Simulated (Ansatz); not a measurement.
# CH2CoO3: the cost of one run

Computed with Ansatz 0.2.0 (the levels named in each step, unless a step's input says otherwise).

**1. The starting structure**

Bond lengths: O1–C2 1.179 Å, C2–Co3 1.709 Å, Co3–O4 1.736 Å, Co3–O5 1.884 Å, O4–H6 0.953 Å, O5–H7 0.963 Å. Angles: O1–C2–Co3 171.9°, C2–Co3–O4 161.3°, C2–Co3–O5 101.1°, O4–Co3–O5 97.6°, Co3–O4–H6 145.4°, Co3–O5–H7 104.4°.

Coordinates:

```xyz
7

O     2.5658    0.3463   -0.5363
C     1.4216    0.2099   -0.2882
Co   -0.2144   -0.2081   -0.0263
O    -1.6976   -1.1093   -0.0009
O    -0.8676    1.3665    0.7760
H    -2.6178   -1.0976    0.2453
H    -1.7992    1.1835    0.9377
```

**2. A rough first relaxation, PBE-D4/def2-SVPD**

The input, input.yaml:

```yaml
crystal:
  periodic: [false, false, false]
  atoms:
    - { symbol: O, position_ang: [2.56582, 0.34627, -0.5363] }
    - { symbol: C, position_ang: [1.42156, 0.20994, -0.28824] }
    - { symbol: Co, position_ang: [-0.21435, -0.2081, -0.02631] }
    - { symbol: O, position_ang: [-1.69757, -1.10927, -0.00093] }
    - { symbol: O, position_ang: [-0.86759, 1.3665, 0.77599] }
    - { symbol: H, position_ang: [-2.61779, -1.09758, 0.24526] }
    - { symbol: H, position_ang: [-1.79921, 1.18352, 0.93772] }
total_charge: -1
basis:
  gaussian: { orbitals: def2-SVPD }
hamiltonian:
  xc: pbe
  dispersion: d4
relax:
  f_tol: 0.03
  max_steps: 200
```

Launch:

```
$ ansatz run input.yaml --threads 4 --pin off --max-ram 10240MiB --backend cpu --events-out ev --progress --plain --runs-dir out
```

What time and memory should one allow on 4 threads of Arm Neoverse V2, shared host?

About 28 s, with a peak of 0.21 GiB.
